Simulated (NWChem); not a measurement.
# the pair AlHSClF···HF, step by step

Aim: a single-point energy (singlet AlH2SClF2, M06-2X-D3(0)/3-21G), then a single-point energy (singlet AlHSClF, M06-2X-D3(0)/3-21G), then the energy (singlet HF, M06-2X-D3(0)/3-21G), then the energy (singlet AlHSClF, M06-2X-D3(0)/3-21G), then a single-point energy (singlet HF, M06-2X-D3(0)/3-21G) of AlClF2H2S and its partners. 

The results are computed with NWChem 7.3.0.

### 1 The structure to begin with

The species is AlH2SClF2 (7 atoms), meant as a singlet with charge 0. The two molecules were placed rigidly side by side, at 1 times their contact distance; the pair isn't optimised.

Bond lengths: F1–Al2 1.637 Å, Al2–S3 2.155 Å, Al2–Cl4 2.076 Å, S3–H5 1.345 Å, F6–H7 0.920 Å. Angles: F1–Al2–S3 118.4°, F1–Al2–Cl4 119.2°, S3–Al2–Cl4 122.4°, Al2–S3–H5 91.8°.

### 2 The energy at M06-2X-D3(0)/3-21G (run 1)

Contents of calc.nw:

```
echo
start calc
title "AlClF2H2S"
memory stack 880 mb heap 220 mb global 1100 mb
geometry units au noautosym nocenter noautoz
F   -2.04986152  -2.86781057   2.13217799
Al  -0.83986988  -0.66892525   0.32295419
S    3.02027368   0.45886330   0.96716183
Cl  -3.05651862   0.92770435  -2.49387157
H    2.92597634   2.15016818  -0.92842245
F   -6.05659113   2.15001700   4.47802731
H   -5.34337069   1.88074993   2.91562064
end
basis spherical bse
F library 3-21G
Al library 3-21G
S library 3-21G
Cl library 3-21G
H library 3-21G
end
dft
xc m06-2x
disp vdw 3
grid fine
convergence energy 1e-08
iterations 100
mulliken
noprint "final vectors analysis"
end
task dft energy
```

Started as:

```console
$ nwchem calc.nw > calc.out
```

What it wrote:

```text
[...]
          Wavefunction type:  closed shell.
          No. of atoms     :     7
          No. of electrons :    66
[...]
          Charge           :     0
          Spin multiplicity:     1
[...]
          AO basis - number of functions:    61
[...]
              XC Information
              --------------
                       M06-2X Method XC Functional
                     Hartree-Fock (Exact) Exchange  0.540
                        M06-2X Exchange Functional  1.000
                      M06-2X Correlation Potential  1.000
[...]
 d= 0,ls=0.0,diis     1  -1294.9419716890 -1.62D+03  2.54D-02  9.51D-01     0.8
[...]
 d= 0,ls=0.0,diis    10  -1295.0715084709 -9.51D-10  7.02D-07  1.18D-09     6.8
         Total DFT energy =    -1295.071508470856
      One electron energy =    -2437.562239663312
           Coulomb energy =      914.141201846634
    Exchange-Corr. energy =      -94.146266721865
 Nuclear repulsion energy =      322.495884807195
    Dispersion correction =       -0.000088739509
[...]
      Total Density - Mulliken Population Analysis
     ---------------------------------------------
    Atom       Charge   Shell Charges
 -----------   ------   -------------------------------------------------------
    1 F    9     9.39   1.98  0.44  2.45  1.52  2.99
    2 Al  13    11.96   2.00  1.98  5.87  0.70  1.18  0.02  0.21
    3 S   16    16.37   2.00  1.96  5.88  1.04  2.49  0.96  2.04
    4 Cl  17    17.40   2.00  1.96  5.90  1.14  3.06  0.90  2.44
    5 H    1     0.90   0.44  0.46
    6 F    9     9.41   1.98  0.45  2.47  1.54  2.97
    7 H    1     0.58   0.42  0.15
[...]
```

Run time: 7.5 s. Hardware: 1 thread of Intel Xeon Platinum 8559C (Emerald Rapids), shared host; peak memory 0.12 GiB.

### 3 AlHSClF: the energy at M06-2X-D3(0)/3-21G (run 2)

Contents of struct.nw:

```
start struct
title "AlClFHS"
memory 2200 mb
charge 0

geometry noautosym nocenter noautoz
  F    -1.084740   -1.517580    1.128300
  Al   -0.444440   -0.353980    0.170900
  S     1.598260    0.242820    0.511800
  Cl   -1.617440    0.490920   -1.319700
  H     1.548360    1.137820   -0.491300
end

basis spherical bse
  * library 3-21G
end

dft
  xc m06-2x
  disp vdw 3
  grid fine
  convergence energy 1e-08
  maxiter 100
  mulliken
  print low
end

task dft energy
```

Started as:

```console
$ nwchem struct.nw > struct.out
```

What it wrote:

```text
[...]
 d= 0,ls=0.0,diis     1  -1195.1528210431 -1.44D+03  2.84D-02  6.56D-01     0.6
[...]
 d= 0,ls=0.0,diis    10  -1195.2465491691 -5.41D-10  1.61D-07  4.43D-11     4.7
         Total DFT energy =    -1195.246549169147
      One electron energy =    -2144.441703764439
           Coulomb energy =      787.154098637816
    Exchange-Corr. energy =      -83.338282982561
 Nuclear repulsion energy =      245.379361427104
    Dispersion correction =       -0.000022487067
[...]
      Total Density - Mulliken Population Analysis
     ---------------------------------------------
    Atom       Charge   Shell Charges
 -----------   ------   -------------------------------------------------------
    1 F    9     9.40   1.98  0.44  2.45  1.53  3.00
    2 Al  13    11.92   2.00  1.98  5.87  0.69  1.17  0.02  0.19
    3 S   16    16.39   2.00  1.96  5.88  1.03  2.49  0.96  2.06
    4 Cl  17    17.40   2.00  1.96  5.90  1.14  3.06  0.90  2.43
    5 H    1     0.90   0.44  0.46
[...]
```

Run time: 5.4 s. Hardware: 1 thread of Intel Xeon Platinum 8559C (Emerald Rapids), shared host; peak memory 0.12 GiB.

### 4 HF: a single-point energy at M06-2X-D3(0)/3-21G (run 3)

Contents of fh.nw:

```
start fh
title "FH M06-2X"
memory 2200 mb
charge 0

geometry units angstroms noautosym nocenter noautoz
F       -3.205010       1.137740       2.369670
H       -2.827590       0.995250       1.542880
end

basis spherical bse
F library 3-21G
H library 3-21G
end

dft
xc m06-2x
disp vdw 3
grid fine
convergence energy 1e-08
maxiter 100
mulliken
noprint "final vectors analysis"
end

task dft energy
```

Started as:

```console
$ nwchem fh.nw > fh.out
```

What it wrote:

```text
[...]
          Wavefunction type:  closed shell.
          No. of atoms     :     2
          No. of electrons :    10
[...]
          Charge           :     0
          Spin multiplicity:     1
[...]
          AO basis - number of functions:    11
[...]
              XC Information
              --------------
                       M06-2X Method XC Functional
                     Hartree-Fock (Exact) Exchange  0.540
                        M06-2X Exchange Functional  1.000
                      M06-2X Correlation Potential  1.000
[...]
 d= 0,ls=0.0,diis     1    -99.7928698662 -1.05D+02  3.78D-02  2.82D-01     0.1
[...]
 d= 0,ls=0.0,diis     6    -99.8243129157 -3.96D-10  2.15D-07  3.95D-12     0.3
         Total DFT energy =      -99.824312915744
      One electron energy =     -150.082045812558
           Coulomb energy =       55.902002214538
    Exchange-Corr. energy =      -10.821214416540
 Nuclear repulsion energy =        5.176945099189
    Dispersion correction =       -0.000000000373
[...]
      Total Density - Mulliken Population Analysis
     ---------------------------------------------
    Atom       Charge   Shell Charges
 -----------   ------   -------------------------------------------------------
    1 F    9     9.42   1.98  0.44  2.47  1.54  2.98
    2 H    1     0.58   0.42  0.16
[...]
```

Run time: 0.82 s. Hardware: 1 thread of Intel Xeon Platinum 8559C (Emerald Rapids), shared host; peak memory 0.11 GiB.

### 5 AlHSClF among ghost functions: the energy at M06-2X-D3(0)/3-21G (with ghost functions) (run 4)

Contents of alclfhs.nw:

```
START alclfhs
TITLE "AlClFHS"
memory 2200 mb

GEOMETRY units atomic noautosym nocenter noautoz
  F     -2.04986152    -2.86781057     2.13217799
  Al    -0.83986988    -0.66892525     0.32295419
  S      3.02027368     0.45886330     0.96716183
  Cl    -3.05651862     0.92770435    -2.49387157
  H      2.92597634     2.15016818    -0.92842245
  bqF     -6.056591     2.150017     4.478027
  bqH     -5.343371     1.880750     2.915621
END

BASIS "ao basis" spherical bse
  F library 3-21G
  Al library 3-21G
  S library 3-21G
  Cl library 3-21G
  H library 3-21G
  bqF library F 3-21G
  bqH library H 3-21G
END

DFT
  xc m06-2x
  disp vdw 3
  grid fine
  convergence energy 1e-08
  iterations 100
  mulliken
  noprint "final vectors analysis"
END

TASK dft
```

Started as:

```console
$ nwchem alclfhs.nw > alclfhs.out
```

What it wrote:

```text
[...]
          Wavefunction type:  closed shell.
          No. of atoms     :     7
          No. of electrons :    56
[...]
          Charge           :     0
          Spin multiplicity:     1
[...]
          AO basis - number of functions:    61
[...]
              XC Information
              --------------
                       M06-2X Method XC Functional
                     Hartree-Fock (Exact) Exchange  0.540
                        M06-2X Exchange Functional  1.000
                      M06-2X Correlation Potential  1.000
[...]
 d= 0,ls=0.0,diis     1  -1195.1546265436 -1.44D+03  2.36D-02  6.56D-01     0.8
[...]
 d= 0,ls=0.0,diis    10  -1195.2482659875 -5.42D-10  1.31D-07  3.82D-11     6.7
         Total DFT energy =    -1195.248265987462
      One electron energy =    -2144.422007259888
           Coulomb energy =      787.129951811080
    Exchange-Corr. energy =      -83.335531672159
 Nuclear repulsion energy =      245.379343620575
    Dispersion correction =       -0.000022487069
[...]
      Total Density - Mulliken Population Analysis
     ---------------------------------------------
    Atom       Charge   Shell Charges
 -----------   ------   -------------------------------------------------------
    1 F    9     9.40   1.98  0.44  2.45  1.52  2.99
    2 Al  13    11.92   2.00  1.98  5.87  0.70  1.17  0.01  0.19
    3 S   16    16.38   2.00  1.96  5.88  1.03  2.49  0.96  2.06
    4 Cl  17    17.40   2.00  1.96  5.90  1.14  3.06  0.90  2.44
    5 H    1     0.90   0.44  0.46
    6 X    0    -0.00  -0.00  0.00 -0.00 -0.00 -0.00
    7 X    0     0.00  -0.00  0.00
[...]
```

Wall time 7.5 s (1 thread of Intel Xeon Platinum 8559C (Emerald Rapids), shared host); peak memory 0.12 GiB.

### 6 HF among ghost functions: a single-point energy at M06-2X-D3(0)/3-21G (with ghost functions) (run 5)

Contents of fh.nw:

```
start fh
memory stack 880 mb heap 220 mb global 1100 mb
charge 0

geometry units angstrom noautosym nocenter noautoz
  F    -3.205010    1.137740    2.369670
  H    -2.827590    0.995250    1.542880
  bqF     -1.084740    -1.517580     1.128300
  bqAl    -0.444440    -0.353980     0.170900
  bqS      1.598260     0.242820     0.511800
  bqCl    -1.617440     0.490920    -1.319700
  bqH      1.548360     1.137820    -0.491300
end

basis spherical bse
  F library 3-21G
  H library 3-21G
  bqF library F 3-21G
  bqAl library Al 3-21G
  bqS library S 3-21G
  bqCl library Cl 3-21G
  bqH library H 3-21G
end

dft
  xc m06-2x
  disp vdw 3
  grid fine
  convergence energy 1e-08
  iterations 100
  mulliken
  print low
end

task dft energy
```

Started as:

```console
$ nwchem fh.nw > fh.out
```

What it wrote:

```text
[...]
 d= 0,ls=0.0,diis     1    -99.7958309084 -1.05D+02  7.09D-03  2.79D-01     0.7
[...]
 d= 0,ls=0.0,diis     6    -99.8272590446 -2.13D-09  1.86D-07  5.02D-11     3.6
         Total DFT energy =      -99.827259044573
      One electron energy =     -150.047218150995
           Coulomb energy =       55.858190899720
    Exchange-Corr. energy =      -10.815176892114
 Nuclear repulsion energy =        5.176945099189
    Dispersion correction =       -0.000000000373
[...]
      Total Density - Mulliken Population Analysis
     ---------------------------------------------
    Atom       Charge   Shell Charges
 -----------   ------   -------------------------------------------------------
    1 F    9     9.42   1.98  0.44  2.47  1.54  2.98
    2 H    1     0.56   0.42  0.14
    3 X    0    -0.00   0.00  0.00  0.00 -0.00 -0.00
    4 X    0     0.02  -0.00 -0.00 -0.00 -0.00 -0.00  0.01  0.01
    5 X    0    -0.00   0.00  0.00 -0.00  0.00 -0.00 -0.00 -0.00
    6 X    0    -0.00   0.00 -0.00 -0.00  0.00 -0.00 -0.00 -0.00
    7 X    0    -0.00  -0.00 -0.00
[...]
```

Wall time 4.5 s (1 thread of Intel Xeon Platinum 8559C (Emerald Rapids), shared host); peak memory 0.12 GiB.

### 7 Results

```
                                                                                                                 quantity           value
                                                                                  run 1, M06-2X-D3(0)/3-21G: total energy  -1295.07151 Eh
                                                                                 run 1, M06-2X-D3(0)/3-21G: dipole moment          2.90 D
                                                                             run 1, M06-2X-D3(0)/3-21G: dispersion energy    -0.23 kJ/mol
                                                                                                    AlHSClF: total energy  -1195.24655 Eh
                                                                                               AlHSClF: dispersion energy    -0.06 kJ/mol
                                                                                                         HF: total energy    -99.82431 Eh
                                                                                                        HF: dipole moment          2.05 D
                                                                                                    HF: dispersion energy     0.00 kJ/mol
                                                                              AlHSClF among ghost functions: total energy  -1195.24827 Eh
                                                                             AlHSClF among ghost functions: dipole moment          1.16 D
                                                                         AlHSClF among ghost functions: dispersion energy    -0.06 kJ/mol
                                                                                   HF among ghost functions: total energy    -99.82726 Eh
                                                                              HF among ghost functions: dispersion energy     0.00 kJ/mol
              interaction energy of the rigid parts AlHSClF and HF (parts in their own basis; closest atoms 3.06 Å apart)       -0.018 eV
interaction energy of the rigid parts AlHSClF and HF (parts in the whole basis, counterpoise; closest atoms 3.06 Å apart)        0.109 eV
```

What this shows: The interaction energy of the rigid parts AlHSClF and HF (parts in their own basis; closest atoms 3.06 Å apart) is −0.02 eV (−1.7 kJ/mol). Without counterpoise this holds the superposition error of the basis. The interaction energy of the rigid parts AlHSClF and HF (parts in the whole basis, counterpoise; closest atoms 3.06 Å apart) is 0.11 eV (10.5 kJ/mol): the parts repel at this shape. The basis-set superposition error is 12.2 kJ/mol. It is larger than the uncorrected attraction, which is thus an artefact of the basis. Mulliken charges (AlHSClF) run from -0.40 on F1 to +1.08 on Al2.
